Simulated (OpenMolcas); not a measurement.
# Pt: CASSCF and CASPT2 terms and fine-structure levels

Wanted: the level scheme of Pt from active-space wave functions, then second-order correlation.

The numbers are computed with OpenMolcas 26.06 (state-averaged CASSCF and CASPT2, spin-orbit coupling by RASSI with atomic mean-field integrals), except any that are marked as measured or tabulated.

### 1 The atom as given

- Species: Pt (platinum, Z = 78, 78 electrons)
- Basis: ANO-R1 [7s5p4d2f], 56 functions
- Scalar Hamiltonian: X2C, finite nucleus
- Inactive shells: 1s 2s 2p 3s 3p 3d 4s 4p 4d 4f 5s 5p
- Active space: 10 electrons in 6 orbitals (5d 6s)
- Some configurations of this space: 5d⁸ 6s², 5d⁹ 6s, 5d¹⁰
- Orbitals: optimised for the ground-state spin in each parity, averaged over the low roots

The outer shells:

5d8 6s2
```
5d [↑↓][↑↓][↑↓][↑ ][↑ ]
6s [↑↓]
```

5d9 6s
```
5d [↑↓][↑↓][↑↓][↑↓][↑ ]
6s [↑ ]
```

5d10
```
5d [↑↓][↑↓][↑↓][↑↓][↑↓]
```

The work runs as a chain of OpenMolcas steps in one folder; each step below is one input file. Labels, J, g values, rates, χT and fits are worked out afterwards by a script from the matrices that RASSI stores.

### 2 One- and two-electron integrals

File a.inp:

```
&GATEWAY
Coord
1

Pt 0.0 0.0 0.0
Basis=ANO-R1
Group=XYZ
NoMove
AngMom=0.0 0.0 0.0
AMFI
&SEWARD
```

### 3 CASSCF: triplets of even parity, 15 roots

File a.inp:

```
&RASSCF
FileOrb=start.orb
Symmetry=1
Spin=3
nActEl=10 0 0
Inactive=15 19
Ras2=6 0
CIRoot=15 15 1
SDav=15
CIMx=300
Iter=120 100
PrWF=0.3
OrbListing=Nothing
MaxOrb=0
Atom
>>> COPY $Project.JobIph JOB001
```

start.orb holds the contracted functions of the basis, ordered by shell, or the orbitals of the step before.

### 4 Reference wave functions, singlets of even parity, 21 roots

File a.inp:

```
&RASSCF
FileOrb=start.orb
Symmetry=1
Spin=1
nActEl=10 0 0
Inactive=15 19
Ras2=6 0
CIRoot=21 21 1
SDav=21
CIMx=300
Iter=120 100
PrWF=0.3
OrbListing=Nothing
MaxOrb=0
Atom
CIOnly
>>> COPY $Project.JobIph JOB002
```

### 5 RASSI: spin-orbit coupling between the states

File a.inp:

```
&RASSI
NrOfJobIphs=2 15 20
1 2 3 4 5 6 7 8 9 10 11 12 13 14 15
1 2 3 4 5 6 7 8 9 10 11 12 13 14 15 16 17 18 19 20
IphNames
JOB001
JOB002
EJob
SpinOrbit
DIPRint=1.0
SOCoupling=1000.0
Subsets=2
MEES
Property=10
'ANGMOM' 1 'ANGMOM' 2 'ANGMOM' 3 'MLTPL  1' 1 'MLTPL  1' 2 'MLTPL  1' 3
'AMFI' 1 'AMFI' 2 'AMFI' 3 'MLTPL  2' 6
SOProperty=3
'ANGMOM' 1 'ANGMOM' 2 'ANGMOM' 3
```

### 6 CASPT2: IPEA 0.25, imaginary shift 0.1 (closed shells correlated: 5s 5p)

File a.inp:

```
>>> COPY JOB001 $Project.JobIph
&CASPT2
Multistate=15 1 2 3 4 5 6 7 8 9 10 11 12 13 14 15
Frozen=14 16
IPEA=0.25
Imaginary=0.1
MaxIter=60
WThr=0.0 0.3 0.05
PrWF=0.5
NoMix
>>> COPY JOB002 $Project.JobIph
&CASPT2
Multistate=20 1 2 3 4 5 6 7 8 9 10 11 12 13 14 15 16 17 18 19 20
Frozen=14 16
IPEA=0.25
Imaginary=0.1
MaxIter=60
WThr=0.0 0.3 0.05
PrWF=0.5
NoMix
```

(Steps that only read results are left out.)

**Question.** What will these runs give? Wanted: lowest level; first excited level; spin-orbit lowering of the lowest level; strongest of the lines computed, by gA.

**Answer**, as computed:

```
                                                                                   quantity                                                                        value
                                                                                     method  SS-CASPT2, IPEA 0.25, imaginary shift 0.1 (closed shells correlated: 5s 5p)
                                                                               lowest level                                    5d⁸ 6s² ³F₄, 97 % of that term, g = 1.242
                                                                ground level listed by NIST                                                                          3D3
                                                                        first excited level                                                      5d⁹ 6s ¹D₂ at 2050 cm⁻¹
                                                    spin-orbit lowering of the lowest level                                                                    6721 cm⁻¹
strongest of the lines computed, by gA (one parity, so forbidden lines), at CASSCF energies                        5d⁸ 6s² ¹D₂ → 5d⁸ 6s² ³F₃, 518.2 nm, A = 3.55e+01 s⁻¹
```

Cost and accuracy by method:

| method | time of its own steps | time with the reference | mean absolute difference from the measured levels (cm-1) |
| --- | --- | --- | --- |
| A. CASSCF | 12 s | 12 s | 3400 |
| B. SS-CASPT2, IPEA 0.25, imaginary shift 0.1, +5s 5p | 5.6 s | 18 s | 2200 |

Times are of one thread on a shared host.

What this shows: The multiplet ³F is inverted; its intervals divided by the larger J differ by 8 % of their mean, where Landé's rule for pure LS coupling makes them equal. Second-order correlation (method B) scales the levels of the lowest configuration above 5000 cm⁻¹ by 0.93 to 1.11. Method B lies closest to the measured levels (2200 cm⁻¹ on average) and A farthest (3400). Only the configurations of the active space and the roots asked for are present. The singlets rest on orbitals optimised for another spin in at least one step, which raises them against the optimised states. Not all states of the active space went into the spin-orbit step. Measured levels are paired by their LS label, which is uncertain where the leading share is low. CASPT2 does not keep the components of a term degenerate, and the means are used. Configurations with different d counts are hard to place against each other, and can be off by thousands to tens of thousands of cm-1. The lowest computed level is not the ground level that NIST lists (3D3). Levels of other configurations are missing from the list.
